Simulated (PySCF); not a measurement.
**CH₃B₂Br₂F: NMR shifts at several levels of theory**

Aim: compute the NMR shifts of CH₃B₂Br₂F (`FB(Br)CBBr`) at several levels, and see how far they spread and what each costs.

Programs: PySCF 2.14.0, with density-fitted response routines of our own. Each step states its level of theory. These are calculated values for one molecule in the gas phase, unless marked as measured. Atoms are numbered from 0 throughout.

## 1. The starting structure

9 atoms, charge 0, multiplicity 1; geometry from: PBE0-D3(BJ)/def2-SVP.

Bonds of the start (Å): F0–B1 1.32, B1–Br2 1.92, B1–C3 1.56, C3–B4 1.56, B4–Br5 1.90, C3–H6 1.10, C3–H7 1.10, B4–H8 1.20.

## 2. NMR shieldings: HF/pcSseg-1

The job: settings as JSON, then the geometry in Å.

```
{"job": {"kind": "nmr", "xc": "HF", "basis": "pcSseg-1", "pop": false}, "charge": 0, "multiplicity": 1}
F     -1.993683    -0.361508     0.898676
B     -1.202276     0.369340     0.139884
Br    -1.521564     2.257358     0.111984
C     -0.029438    -0.294631    -0.649355
B      1.147657    -0.448288     0.360287
Br     2.625507     0.751419     0.338533
H     -0.375263    -1.305879    -0.926795
H      0.244272     0.300996    -1.529449
H      1.158722    -1.291903     1.220067
```

Method: GIAO HF/pcSseg-1 NMR shielding, non-relativistic, gas phase.

Command:

```bash
OMP_NUM_THREADS=1 python probes_run.py task.json out
```

The driver reads the jobs from task.json and runs them one after another.

Log:

```text
final grid: 87496 points
cycle   1  E = -5332.6636897112  dE = -1.502e+00  |g| = 7.690e-01  |ddm| = 2.751e+00
cycle   2  E = -5332.7511373780  dE = -8.745e-02  |g| = 3.518e-01  |ddm| = 7.140e-01
cycle   3  E = -5332.7734770133  dE = -2.234e-02  |g| = 7.734e-02  |ddm| = 2.640e-01
cycle   4  E = -5332.7750973317  dE = -1.620e-03  |g| = 2.273e-02  |ddm| = 7.346e-02
cycle   5  E = -5332.7752876863  dE = -1.904e-04  |g| = 5.266e-03  |ddm| = 3.203e-02
cycle   6  E = -5332.7753031269  dE = -1.544e-05  |g| = 1.401e-03  |ddm| = 1.005e-02
cycle   7  E = -5332.7753046597  dE = -1.533e-06  |g| = 4.770e-04  |ddm| = 3.491e-03
cycle   8  E = -5332.7753048035  dE = -1.438e-07  |g| = 1.426e-04  |ddm| = 1.055e-03
cycle   9  E = -5332.7753048147  dE = -1.115e-08  |g| = 3.966e-05  |ddm| = 2.941e-04
cycle  10  E = -5332.7753048158  dE = -1.101e-09  |g| = 1.294e-05  |ddm| = 8.198e-05
cycle  11  E = -5332.7753048159  dE = -1.437e-10  |g| = 3.977e-06  |ddm| = 3.104e-05
converged SCF energy = -5332.7753048159

GIAO shielding tensors (ppm)
atom      isotropic    diamagn.    paramagn.     s11        s22        s33       span
  0 F      229.502     466.526    -237.024     78.866    193.711    415.929    337.063
  1 B       64.132     187.726    -123.593     18.908     85.849     87.639     68.731
  2 Br    2415.947    3125.252    -709.305   1886.656   2504.034   2857.151    970.495
  3 C      154.701     256.681    -101.980    107.284    168.020    188.800     81.516
  4 B       37.471     185.806    -148.334    -19.140     15.489    116.064    135.204
  5 Br    2246.983    3124.378    -877.395   1552.868   2412.581   2775.499   1222.631
  6 H       29.409      30.224      -0.815     25.870     27.386     34.970      9.099
  7 H       29.317      31.027      -1.710     27.690     28.784     31.477      3.786
  8 H       24.683      27.605      -2.922     21.867     24.481     27.702      5.835
```

Run time: 12 s. Hardware: 1 thread of Arm Neoverse V1, shared host; peak memory 0.88 GiB.

Shifts follow as δ = σ(reference) − σ, with reference shieldings (ppm) from runs at the same level and on the same kind of geometry: 1H TMS 31.69, 13C TMS 190.8, 19F CFCl3 246.4, 11B BF3·OEt2 115.3, 79Br HBr 2633. The references are single molecules in the gas phase, so shifts against H2O, NH3, PH3, H3PO4 or CFCl3 are not on the usual liquid scales and can be off by tens of ppm. Atoms listed in one row are averaged.

```csv
atoms,environment,σ (ppm),δ (ppm)
C3,sp3 CH2 bonded to 2 B,154.7,36.1
H8,"hydrogen on a boron bonded to C, Br",24.68,7.00
"H6, H7",hydrogen on an sp3 CH2 bonded to 2 B,29.36,2.32
F0,fluorine bonded to B,229.5,16.9
B4,"boron bonded to C, Br, H",37.5,77.8
B1,"boron bonded to C, Br, F",64.1,51.2
Br5,bromine bonded to B,2247,386
Br2,bromine bonded to B,2416,217
```

## 3. NMR shieldings: LDA/pcSseg-1

Same as in step 2 but for these lines:

```diff
@@ -1,2 +1,2 @@
-{"job": {"kind": "nmr", "xc": "HF", "basis": "pcSseg-1", "pop": false}, "charge": 0, "multiplicity": 1}
+{"job": {"kind": "nmr", "xc": "LDA", "basis": "pcSseg-1", "pop": false}, "charge": 0, "multiplicity": 1}
 F     -1.993683    -0.361508     0.898676
```

With the program's defaults for keys left out, this is: GIAO LDA/pcSseg-1 NMR shielding, non-relativistic, gas phase.

Log:

```text
coarse grid: 42920 points
cycle   1  E = -5328.6298890355  dE = -1.888e+00  |g| = 1.399e+00  |ddm| = 3.014e+00
cycle   2  E = -5328.4755398318  dE =  1.543e-01  |g| = 1.347e+00  |ddm| = 1.209e+00
cycle   3  E = -5328.6619028039  dE = -1.864e-01  |g| = 6.060e-01  |ddm| = 1.267e+00
cycle   4  E = -5328.7291578827  dE = -6.726e-02  |g| = 1.167e-01  |ddm| = 5.709e-01
cycle   5  E = -5328.7319690506  dE = -2.811e-03  |g| = 5.417e-02  |ddm| = 1.593e-01
cycle   6  E = -5328.7327017880  dE = -7.327e-04  |g| = 8.879e-03  |ddm| = 5.381e-02
cycle   7  E = -5328.7327088025  dE = -7.015e-06  |g| = 5.636e-03  |ddm| = 1.329e-02
cycle   8  E = -5328.7327168663  dE = -8.064e-06  |g| = 7.266e-04  |ddm| = 5.695e-03
final grid: 87496 points
cycle   9  E = -5328.7325492064  dE =  9.733e-08  |g| = 1.027e-03  |ddm| = 2.121e-03
cycle  10  E = -5328.7325485702  dE =  6.361e-07  |g| = 1.760e-03  |ddm| = 2.777e-03
cycle  11  E = -5328.7325494593  dE = -8.890e-07  |g| = 3.757e-04  |ddm| = 2.008e-03
cycle  12  E = -5328.7325494866  dE = -2.736e-08  |g| = 3.036e-05  |ddm| = 3.847e-04
cycle  13  E = -5328.7325494868  dE = -2.055e-10  |g| = 1.173e-05  |ddm| = 3.502e-05
converged SCF energy = -5328.7325494868

GIAO shielding tensors (ppm)
atom      isotropic    diamagn.    paramagn.     s11        s22        s33       span
  0 F      128.139     466.583    -338.444    -31.371     48.174    367.615    398.986
  1 B       43.151     192.058    -148.907      3.485     60.190     65.778     62.294
  2 Br    2063.646    3123.588   -1059.941   1366.552   2261.645   2562.741   1196.190
  3 C      126.422     258.648    -132.226     59.165    146.181    173.921    114.756
  4 B        8.219     191.415    -183.196    -48.967    -25.873     99.498    148.465
  5 Br    1734.359    3122.359   -1388.000    961.872   1646.714   2594.491   1632.620
  6 H       27.600      29.852      -2.252     25.103     25.644     32.052      6.948
  7 H       27.644      30.852      -3.208     25.102     27.839     29.992      4.890
  8 H       23.274      27.518      -4.244     20.051     23.191     26.579      6.529
```

Run time: 21 s. Hardware: 1 thread of Arm Neoverse V1, shared host; peak memory 0.89 GiB.

In short: δ C3 54.3, F0 11.1, B4 84.7, B1 49.8, H8 7.55, H6 3.21 ppm (means over like atoms).

## 4. Shielding tensors: PBE/pcSseg-1

Same as in step 3 but for these lines:

```diff
@@ -1,2 +1,2 @@
-{"job": {"kind": "nmr", "xc": "LDA", "basis": "pcSseg-1", "pop": false}, "charge": 0, "multiplicity": 1}
+{"job": {"kind": "nmr", "xc": "PBE", "basis": "pcSseg-1", "pop": false}, "charge": 0, "multiplicity": 1}
 F     -1.993683    -0.361508     0.898676
```

Level: GIAO PBE/pcSseg-1 NMR shielding, non-relativistic, gas phase.

Log:

```text
coarse grid: 42920 points
cycle   1  E = -5336.2579599358  dE = -1.871e+00  |g| = 1.305e+00  |ddm| = 3.012e+00
cycle   2  E = -5336.0984544671  dE =  1.595e-01  |g| = 1.323e+00  |ddm| = 1.227e+00
cycle   3  E = -5336.2955683887  dE = -1.971e-01  |g| = 5.662e-01  |ddm| = 1.243e+00
cycle   4  E = -5336.3516132982  dE = -5.604e-02  |g| = 1.061e-01  |ddm| = 4.970e-01
cycle   5  E = -5336.3537234791  dE = -2.110e-03  |g| = 4.459e-02  |ddm| = 1.259e-01
cycle   6  E = -5336.3542140234  dE = -4.905e-04  |g| = 7.112e-03  |ddm| = 4.319e-02
cycle   7  E = -5336.3542185567  dE = -4.533e-06  |g| = 4.298e-03  |ddm| = 1.084e-02
cycle   8  E = -5336.3542233346  dE = -4.778e-06  |g| = 6.805e-04  |ddm| = 4.822e-03
final grid: 87496 points
cycle   9  E = -5336.3540536012  dE =  2.064e-07  |g| = 1.121e-03  |ddm| = 2.365e-03
cycle  10  E = -5336.3540524061  dE =  1.195e-06  |g| = 2.218e-03  |ddm| = 3.597e-03
cycle  11  E = -5336.3540539893  dE = -1.583e-06  |g| = 2.795e-04  |ddm| = 2.548e-03
cycle  12  E = -5336.3540539996  dE = -1.032e-08  |g| = 2.105e-05  |ddm| = 2.477e-04
cycle  13  E = -5336.3540539997  dE = -8.458e-11  |g| = 9.594e-06  |ddm| = 2.277e-05
converged SCF energy = -5336.3540539997

GIAO shielding tensors (ppm)
atom      isotropic    diamagn.    paramagn.     s11        s22        s33       span
  0 F      136.373     466.776    -330.403    -22.809     63.476    368.453    391.262
  1 B       47.054     191.864    -144.810      9.586     63.226     68.349     58.764
  2 Br    2119.447    3124.300   -1004.854   1465.375   2288.676   2604.289   1138.914
  3 C      130.480     257.251    -126.771     69.650    148.241    173.549    103.899
  4 B       15.594     191.195    -175.601    -38.928    -15.371    101.080    140.008
  5 Br    1821.531    3123.188   -1301.657   1089.401   1779.230   2595.963   1506.562
  6 H       28.133      30.111      -1.978     25.621     26.233     32.546      6.925
  7 H       28.170      31.082      -2.912     25.731     28.343     30.436      4.705
  8 H       23.770      27.877      -4.107     20.573     23.707     27.031      6.459
```

It took 24 s on 1 thread of Arm Neoverse V1, shared host; peak memory 0.96 GiB.

In short: δ C3 49.6, F0 8.4, B4 79.2, B1 47.7, H8 7.43, H6 3.05 ppm (means over like atoms).

## 5. Shielding tensors: BLYP/pcSseg-1

Same as in step 4 but for these lines:

```diff
@@ -1,2 +1,2 @@
-{"job": {"kind": "nmr", "xc": "PBE", "basis": "pcSseg-1", "pop": false}, "charge": 0, "multiplicity": 1}
+{"job": {"kind": "nmr", "xc": "BLYP", "basis": "pcSseg-1", "pop": false}, "charge": 0, "multiplicity": 1}
 F     -1.993683    -0.361508     0.898676
```

Level: GIAO BLYP/pcSseg-1 NMR shielding, non-relativistic, gas phase.

Log:

```text
coarse grid: 42920 points
cycle   1  E = -5337.2520959720  dE = -1.861e+00  |g| = 1.340e+00  |ddm| = 2.980e+00
cycle   2  E = -5337.0583620107  dE =  1.937e-01  |g| = 1.429e+00  |ddm| = 1.321e+00
cycle   3  E = -5337.2994392844  dE = -2.411e-01  |g| = 5.914e-01  |ddm| = 1.308e+00
cycle   4  E = -5337.3578932497  dE = -5.845e-02  |g| = 1.116e-01  |ddm| = 4.935e-01
cycle   5  E = -5337.3601294317  dE = -2.236e-03  |g| = 4.861e-02  |ddm| = 1.281e-01
cycle   6  E = -5337.3606962327  dE = -5.668e-04  |g| = 6.922e-03  |ddm| = 4.527e-02
cycle   7  E = -5337.3607005198  dE = -4.287e-06  |g| = 3.960e-03  |ddm| = 1.051e-02
cycle   8  E = -5337.3607044067  dE = -3.887e-06  |g| = 7.689e-04  |ddm| = 4.716e-03
final grid: 87496 points
cycle   9  E = -5337.3605131168  dE =  3.962e-07  |g| = 1.416e-03  |ddm| = 2.840e-03
cycle  10  E = -5337.3605109507  dE =  2.166e-06  |g| = 2.963e-03  |ddm| = 4.773e-03
cycle  11  E = -5337.3605137657  dE = -2.815e-06  |g| = 2.717e-04  |ddm| = 3.324e-03
cycle  12  E = -5337.3605137748  dE = -9.086e-09  |g| = 2.204e-05  |ddm| = 2.291e-04
cycle  13  E = -5337.3605137749  dE = -7.731e-11  |g| = 9.874e-06  |ddm| = 2.316e-05
converged SCF energy = -5337.3605137749

GIAO shielding tensors (ppm)
atom      isotropic    diamagn.    paramagn.     s11        s22        s33       span
  0 F      141.055     468.015    -326.961    -16.892     72.310    367.745    384.637
  1 B       42.733     191.715    -148.982      3.082     60.445     64.673     61.590
  2 Br    2106.780    3124.528   -1017.747   1449.021   2265.535   2605.786   1156.765
  3 C      127.082     256.345    -129.264     68.461    144.422    168.362     99.902
  4 B       11.762     191.092    -179.330    -43.322    -17.975     96.583    139.905
  5 Br    1815.004    3123.368   -1308.364   1077.706   1798.285   2569.022   1491.316
  6 H       28.511      30.353      -1.842     26.091     26.736     32.706      6.616
  7 H       28.545      31.345      -2.800     26.185     28.730     30.718      4.533
  8 H       24.091      28.360      -4.270     20.835     24.028     27.410      6.575
```

Run time: 24 s. Hardware: 1 thread of Arm Neoverse V1, shared host; peak memory 0.92 GiB.

In short: δ C3 48.2, F0 4.4, B4 81.1, B1 50.1, H8 7.27, H6 2.83 ppm (means over like atoms).

## 6. NMR shieldings: BP86/pcSseg-1

Same as in step 5 but for these lines:

```diff
@@ -1,2 +1,2 @@
-{"job": {"kind": "nmr", "xc": "BLYP", "basis": "pcSseg-1", "pop": false}, "charge": 0, "multiplicity": 1}
+{"job": {"kind": "nmr", "xc": "BP86", "basis": "pcSseg-1", "pop": false}, "charge": 0, "multiplicity": 1}
 F     -1.993683    -0.361508     0.898676
```

Method: GIAO BP86/pcSseg-1 NMR shielding, non-relativistic, gas phase.

Log:

```text
coarse grid: 42920 points
cycle   1  E = -5337.8026746832  dE = -1.867e+00  |g| = 1.298e+00  |ddm| = 2.992e+00
cycle   2  E = -5337.6487862116  dE =  1.539e-01  |g| = 1.313e+00  |ddm| = 1.181e+00
cycle   3  E = -5337.8433680905  dE = -1.946e-01  |g| = 5.574e-01  |ddm| = 1.185e+00
cycle   4  E = -5337.8963548123  dE = -5.299e-02  |g| = 1.050e-01  |ddm| = 4.685e-01
cycle   5  E = -5337.8983829713  dE = -2.028e-03  |g| = 4.295e-02  |ddm| = 1.195e-01
cycle   6  E = -5337.8988329420  dE = -4.500e-04  |g| = 6.414e-03  |ddm| = 4.082e-02
cycle   7  E = -5337.8988366746  dE = -3.733e-06  |g| = 3.790e-03  |ddm| = 9.738e-03
cycle   8  E = -5337.8988403495  dE = -3.675e-06  |g| = 6.991e-04  |ddm| = 4.382e-03
final grid: 87496 points
cycle   9  E = -5337.8986826591  dE =  3.053e-07  |g| = 1.223e-03  |ddm| = 2.464e-03
cycle  10  E = -5337.8986812015  dE =  1.458e-06  |g| = 2.487e-03  |ddm| = 4.015e-03
cycle  11  E = -5337.8986831657  dE = -1.964e-06  |g| = 2.573e-04  |ddm| = 2.802e-03
cycle  12  E = -5337.8986831740  dE = -8.311e-09  |g| = 2.042e-05  |ddm| = 2.173e-04
cycle  13  E = -5337.8986831741  dE = -8.004e-11  |g| = 9.147e-06  |ddm| = 2.172e-05
converged SCF energy = -5337.8986831741

GIAO shielding tensors (ppm)
atom      isotropic    diamagn.    paramagn.     s11        s22        s33       span
  0 F      140.230     466.924    -326.693    -17.281     68.941    369.031    386.313
  1 B       47.493     191.901    -144.408     10.152     64.038     68.290     58.138
  2 Br    2122.765    3124.409   -1001.644   1471.533   2287.004   2609.759   1138.227
  3 C      130.685     257.676    -126.991     70.395    148.250    173.409    103.014
  4 B       16.643     191.017    -174.374    -37.381    -13.301    100.612    137.993
  5 Br    1833.779    3123.309   -1289.529   1101.130   1801.835   2598.373   1497.243
  6 H       28.240      30.206      -1.966     25.689     26.352     32.680      6.991
  7 H       28.279      31.148      -2.868     25.865     28.441     30.532      4.667
  8 H       23.863      28.004      -4.142     20.710     23.793     27.085      6.375
```

Wall time 24 s (1 thread of Arm Neoverse V1, shared host); peak memory 0.92 GiB.

In short: δ C3 49.1, F0 4.5, B4 78.6, B1 47.8, H8 7.40, H6 3.01 ppm (means over like atoms).

## 7. Nuclear shieldings: OPBE/pcSseg-1

Same as in step 6 but for these lines:

```diff
@@ -1,2 +1,2 @@
-{"job": {"kind": "nmr", "xc": "BP86", "basis": "pcSseg-1", "pop": false}, "charge": 0, "multiplicity": 1}
+{"job": {"kind": "nmr", "xc": "OPBE", "basis": "pcSseg-1", "pop": false}, "charge": 0, "multiplicity": 1}
 F     -1.993683    -0.361508     0.898676
```

With the program's defaults for keys left out, this is: GIAO OPBE/pcSseg-1 NMR shielding, non-relativistic, gas phase.

Log:

```text
coarse grid: 42920 points
cycle   1  E = -5338.6621247819  dE = -1.885e+00  |g| = 1.077e+00  |ddm| = 3.012e+00
cycle   2  E = -5338.5486137764  dE =  1.135e-01  |g| = 1.072e+00  |ddm| = 1.052e+00
cycle   3  E = -5338.6961825654  dE = -1.476e-01  |g| = 4.689e-01  |ddm| = 9.969e-01
cycle   4  E = -5338.7321487729  dE = -3.597e-02  |g| = 9.194e-02  |ddm| = 3.748e-01
cycle   5  E = -5338.7339642518  dE = -1.815e-03  |g| = 2.929e-02  |ddm| = 9.748e-02
cycle   6  E = -5338.7341576134  dE = -1.934e-04  |g| = 4.233e-03  |ddm| = 2.681e-02
cycle   7  E = -5338.7341594199  dE = -1.807e-06  |g| = 2.128e-03  |ddm| = 5.098e-03
final grid: 87496 points
cycle   8  E = -5338.7341092528  dE =  2.970e-06  |g| = 4.180e-03  |ddm| = 6.059e-03
cycle   9  E = -5338.7340969961  dE =  1.226e-05  |g| = 8.254e-03  |ddm| = 1.081e-02
cycle  10  E = -5338.7341134844  dE = -1.649e-05  |g| = 3.459e-04  |ddm| = 7.232e-03
cycle  11  E = -5338.7341135203  dE = -3.584e-08  |g| = 6.155e-05  |ddm| = 3.922e-04
cycle  12  E = -5338.7341135212  dE = -9.486e-10  |g| = 9.526e-06  |ddm| = 6.920e-05
converged SCF energy = -5338.7341135212

GIAO shielding tensors (ppm)
atom      isotropic    diamagn.    paramagn.     s11        s22        s33       span
  0 F      149.807     465.342    -315.535     -7.203     82.805    373.818    381.020
  1 B       57.139     191.906    -134.767     24.042     71.854     75.521     51.479
  2 Br    2171.951    3126.103    -954.152   1549.908   2332.322   2633.624   1083.716
  3 C      139.303     257.559    -118.255     81.830    155.594    180.487     98.657
  4 B       28.170     190.883    -162.714    -22.695     -0.045    107.249    129.944
  5 Br    1897.611    3125.248   -1227.636   1191.976   1873.207   2627.651   1435.675
  6 H       28.066      29.943      -1.878     25.365     26.063     32.769      7.404
  7 H       28.062      30.866      -2.804     25.704     28.136     30.345      4.642
  8 H       23.804      27.513      -3.709     20.774     23.727     26.910      6.137
```

Run time: 23 s. Hardware: 1 thread of Arm Neoverse V1, shared host; peak memory 0.92 GiB.

This run: δ C3 45.8, F0 6.2, B4 72.1, B1 43.2, H8 7.43, H6 3.17 ppm (means over like atoms).

## 8. NMR shieldings: KT2/pcSseg-1

Same as in step 7 but for these lines:

```diff
@@ -1,2 +1,2 @@
-{"job": {"kind": "nmr", "xc": "OPBE", "basis": "pcSseg-1", "pop": false}, "charge": 0, "multiplicity": 1}
+{"job": {"kind": "nmr", "xc": "KT2", "basis": "pcSseg-1", "pop": false}, "charge": 0, "multiplicity": 1}
 F     -1.993683    -0.361508     0.898676
```

Method: GIAO KT2/pcSseg-1 NMR shielding, non-relativistic, gas phase.

Log:

```text
coarse grid: 42920 points
cycle   1  E = -5359.7604167293  dE = -1.790e+00  |g| = 9.228e-01  |ddm| = 2.875e+00
cycle   2  E = -5359.5520911545  dE =  2.083e-01  |g| = 1.293e+00  |ddm| = 1.310e+00
cycle   3  E = -5359.8225543736  dE = -2.705e-01  |g| = 3.606e-01  |ddm| = 1.132e+00
cycle   4  E = -5359.8409991303  dE = -1.844e-02  |g| = 1.306e-01  |ddm| = 3.387e-01
cycle   5  E = -5359.8450882229  dE = -4.089e-03  |g| = 1.762e-02  |ddm| = 1.145e-01
cycle   6  E = -5359.8451408632  dE = -5.264e-05  |g| = 7.667e-03  |ddm| = 2.686e-02
cycle   7  E = -5359.8451561107  dE = -1.525e-05  |g| = 3.434e-03  |ddm| = 1.318e-02
cycle   8  E = -5359.8451588220  dE = -2.711e-06  |g| = 8.671e-04  |ddm| = 3.885e-03
final grid: 87496 points
cycle   9  E = -5359.8449064053  dE =  3.167e-07  |g| = 1.425e-03  |ddm| = 2.309e-03
cycle  10  E = -5359.8449048565  dE =  1.549e-06  |g| = 2.788e-03  |ddm| = 3.844e-03
cycle  11  E = -5359.8449069450  dE = -2.089e-06  |g| = 2.750e-04  |ddm| = 2.678e-03
cycle  12  E = -5359.8449069600  dE = -1.501e-08  |g| = 2.400e-05  |ddm| = 3.087e-04
cycle  13  E = -5359.8449069601  dE = -1.319e-10  |g| = 5.237e-06  |ddm| = 2.427e-05
converged SCF energy = -5359.8449069601

GIAO shielding tensors (ppm)
atom      isotropic    diamagn.    paramagn.     s11        s22        s33       span
  0 F      144.128     468.306    -324.178    -12.220     82.679    361.923    374.144
  1 B       55.312     192.710    -137.398     21.097     71.844     72.995     51.899
  2 Br    2160.257    3128.384    -968.127   1534.400   2301.159   2645.210   1110.810
  3 C      135.830     257.959    -122.128     79.348    152.648    175.496     96.148
  4 B       26.140     192.133    -165.993    -24.375     -1.894    104.691    129.067
  5 Br    1879.519    3127.284   -1247.765   1177.260   1863.443   2597.852   1420.592
  6 H       28.204      30.170      -1.966     25.552     26.249     32.810      7.258
  7 H       28.312      31.120      -2.808     25.972     28.383     30.580      4.608
  8 H       23.900      27.867      -3.968     20.932     23.734     27.032      6.100
```

It took 24 s on 1 thread of Arm Neoverse V1, shared host; peak memory 0.92 GiB.

This run: δ C3 47.4, F0 -5.6, B4 73.8, B1 44.6, H8 7.28, H6 2.92 ppm (means over like atoms).

## 9. Nuclear shieldings: KT3/pcSseg-1

Same as in step 8 but for these lines:

```diff
@@ -1,2 +1,2 @@
-{"job": {"kind": "nmr", "xc": "KT2", "basis": "pcSseg-1", "pop": false}, "charge": 0, "multiplicity": 1}
+{"job": {"kind": "nmr", "xc": "KT3", "basis": "pcSseg-1", "pop": false}, "charge": 0, "multiplicity": 1}
 F     -1.993683    -0.361508     0.898676
```

Method: GIAO KT3/pcSseg-1 NMR shielding, non-relativistic, gas phase.

Log:

```text
coarse grid: 42920 points
cycle   1  E = -5358.3151877920  dE = -1.810e+00  |g| = 9.130e-01  |ddm| = 2.890e+00
cycle   2  E = -5358.1196015331  dE =  1.956e-01  |g| = 1.266e+00  |ddm| = 1.341e+00
cycle   3  E = -5358.3810916787  dE = -2.615e-01  |g| = 3.425e-01  |ddm| = 1.108e+00
cycle   4  E = -5358.3973903980  dE = -1.630e-02  |g| = 1.306e-01  |ddm| = 3.280e-01
cycle   5  E = -5358.4014311856  dE = -4.041e-03  |g| = 1.410e-02  |ddm| = 1.125e-01
cycle   6  E = -5358.4014629035  dE = -3.172e-05  |g| = 7.907e-03  |ddm| = 2.569e-02
cycle   7  E = -5358.4014788444  dE = -1.594e-05  |g| = 2.735e-03  |ddm| = 1.221e-02
cycle   8  E = -5358.4014804257  dE = -1.581e-06  |g| = 9.341e-04  |ddm| = 3.299e-03
final grid: 87496 points
cycle   9  E = -5358.4013192995  dE =  4.426e-07  |g| = 1.620e-03  |ddm| = 2.812e-03
cycle  10  E = -5358.4013171442  dE =  2.155e-06  |g| = 3.208e-03  |ddm| = 4.646e-03
cycle  11  E = -5358.4013200369  dE = -2.893e-06  |g| = 2.548e-04  |ddm| = 3.207e-03
cycle  12  E = -5358.4013200481  dE = -1.126e-08  |g| = 1.944e-05  |ddm| = 2.631e-04
cycle  13  E = -5358.4013200482  dE = -8.640e-11  |g| = 3.868e-06  |ddm| = 1.788e-05
converged SCF energy = -5358.4013200482

GIAO shielding tensors (ppm)
atom      isotropic    diamagn.    paramagn.     s11        s22        s33       span
  0 F      155.413     467.983    -312.570      0.355     98.857    367.026    366.672
  1 B       56.457     192.418    -135.961     22.713     72.805     73.852     51.139
  2 Br    2181.416    3128.978    -947.562   1571.817   2313.867   2658.564   1086.746
  3 C      138.304     256.883    -118.579     85.330    153.829    175.752     90.422
  4 B       28.721     191.792    -163.071    -20.771      2.310    104.624    125.395
  5 Br    1917.786    3128.020   -1210.234   1228.958   1927.995   2596.405   1367.447
  6 H       28.439      30.182      -1.744     25.776     26.516     33.023      7.247
  7 H       28.500      31.144      -2.645     26.280     28.531     30.688      4.407
  8 H       24.177      27.985      -3.809     21.202     24.017     27.310      6.108
```

Wall time 27 s (1 thread of Arm Neoverse V1, shared host); peak memory 0.92 GiB.

Key values: δ C3 44.0, F0 -6.0, B4 71.8, B1 44.0, H8 7.14, H6 2.85 ppm (means over like atoms).

(Part 1 of 2 ends here.)
